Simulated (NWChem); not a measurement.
**Tetragonal strain in BP (zincblende structure): the shear constant**

The numbers come from NWChem runs, not from measurements. Level: LDA (Vosko), default library pseudopotentials (valence charges P 5, B 3), cutoff 30 Ha, shifted 4×4×4 mesh, two-atom cell, no spin-orbit coupling. The cubic cell (a = 4.466 Å, near this level's equilibrium) is stretched by 1 + δ along x and y and by (1 + δ)^−2 along z, at constant volume; symmetry keeps the atoms on their sites.

| δ | E − E(0) (meV/cell) |
|---|---|
| -0.020 | 50.82 |
| -0.010 | ? |
| -0.005 | 3.02 |
| 0.000 | 0.00 |
| 0.005 | 2.90 |
| 0.010 | 11.35 |
| 0.020 | 43.74 |

Task: The cell volume is 22.27 Å³. To second order E − E(0) = 3V(C₁₁ − C₁₂)δ². Fit Aδ² + Bδ³, give C₁₁ − C₁₂, and predict the withheld row.

Result: A ≈ 120 eV and B ≈ -440 eV, with a largest residual of 0.03 meV, so C₁₁ − C₁₂ = A/(3V) ≈ 280 GPa. The fit predicts 12.26 meV at δ = -0.010; the run gave 12.23.
